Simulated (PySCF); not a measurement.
# [Pr(H2O)3]3+: other functionals and bases at one geometry

One table from this session's results is given with a row withheld; the runs are named, their logs left out.

The runs use PySCF 2.14.0; several levels, as the steps say, no spin–orbit coupling.

2 further runs of the same task are left out: 2 for a known fault of the program.

### Starting geometry

10 atoms, charge 3, spin multiplicity 1.

Bond lengths: Pr1–O2 2.363 Å, Pr1–O5 2.363 Å, Pr1–O8 2.363 Å, O2–H3 0.998 Å, O2–H4 0.998 Å, O5–H6 0.998 Å, O5–H7 0.998 Å, O8–H9 0.998 Å, O8–H10 0.998 Å. Angles: O2–Pr1–O5 120.0°, O2–Pr1–O8 120.0°, O5–Pr1–O8 120.0°, Pr1–O2–H3 128.7°, Pr1–O2–H4 128.7°, H3–O2–H4 102.6°, Pr1–O5–H6 128.7°, Pr1–O5–H7 128.7°, H6–O5–H7 102.6°, Pr1–O8–H9 128.7°, Pr1–O8–H10 128.7°, H9–O8–H10 102.6°.

Geometry (Å):

```xyz
10
H6O3Pr
Pr    0.0000    0.0000    0.0000
O     2.3633    0.0000    0.0000
H     2.9870    0.7769    0.0556
H     2.9870   -0.7769   -0.0556
O    -1.1817    2.0467    0.0000
H    -2.1663    2.1983    0.0556
H    -0.8206    2.9752   -0.0556
O    -1.1817   -2.0467    0.0000
H    -0.8207   -2.9752    0.0556
H    -2.1663   -2.1983   -0.0556
```

Formal oxidation states: Pr +3. Each metal's 2 4f electrons lie in its core potential, so multiplicities, spins and levels count the valence alone. An earlier session relaxed this geometry at PBE, Pr lcecp-1-SVP with ECP48, O def2-SVP, H def2-SVP (singlet, point group D3).

At PBE on the finer grid: E = -260.697732 Eh, HOMO -22.87 eV, LUMO -17.40 eV, Mulliken charge on Pr1 +1.90 e, largest force component 0.010 eV/Å. 

Levels to run: B3LYP; TPSSh; BP86; revPBE; PBE, TZVP. Hardware: 2 threads of Intel Xeon 6975P-C (Granite Rapids), shared host.

Set-up of the first run:

run.py (the lines that set the calculation)

```python
mol = gto.M(atom='''
Pr     0.00000     0.00000     0.00000
O      2.36333    -0.00001     0.00000
H      2.98696     0.77688     0.05555
H      2.98695    -0.77691    -0.05555
O     -1.18165     2.04671     0.00000
H     -2.16628     2.19834     0.05555
H     -0.82065     2.97524    -0.05555
O     -1.18167    -2.04670     0.00000
H     -0.82068    -2.97523     0.05555
H     -2.16630    -2.19832    -0.05555''',
    basis={'Pr': 'lcecp-1-SVP', 'O': 'def2-SVP', 'H': 'def2-SVP'},
    ecp={'Pr': 'lcecp-1-SVP'},
    charge=3, spin=0)
mf = dft.RKS(mol, xc='B3LYP')
mf.grids.atom_grid = (75, 302)  # f atoms: unpruned, at least (60, 302)
mf = mf.density_fit()  # fitting sets: Pr AutoAux, O def2-universal-JKFIT, H def2-universal-JKFIT
mf.conv_tol = 1e-08; mf.max_cycle = 55
mf.kernel(dm0)  # dm0: the density of the relaxed state
```

Run with:

```sh
> OMP_NUM_THREADS=2 python run.py
```

Among the steps run: B3LYP; TPSSh; BP86; revPBE; PBE, TZVP.

One of the session's tables, all rows but one given; the rest of the session is left out.

| level | HOMO (eV) | gap (eV) | charge on Pr1 (e) | largest force component (eV/Å) |
| --- | --- | --- | --- | --- |
| PBE (relaxed here) | -22.87 | 5.47 | 1.90 | 0.01 |
| B3LYP | ? | ? | ? | ? |
| TPSSh | -23.68 | 6.83 | 2.01 | 0.32 |
| BP86 | -22.98 | 5.68 | 1.92 | 0.05 |
| revPBE | -22.83 | 5.47 | 1.92 | 0.17 |
| PBE, TZVP | -22.94 | 5.58 | 2.17 | 0.33 |

Q: Estimate the row for B3LYP from the others.

**Answer.** HOMO (eV): -24.37; gap (eV): 7.48; charge on Pr1 (e): 2.00; largest force component (eV/Å): 0.46. In the column «HOMO (eV)» it is the lowest.

In one basis the HOMO–LUMO gap runs from 5.47 eV (PBE) to 7.48 eV (B3LYP). The largest leftover force, 0.46 eV/Å with B3LYP, stands at a geometry relaxed at another level. With 4f in the core, its levels are missing from HOMO and gap, and its count is fixed, so no charge can pass from the ligands into it. Total energies of different levels can't be compared.
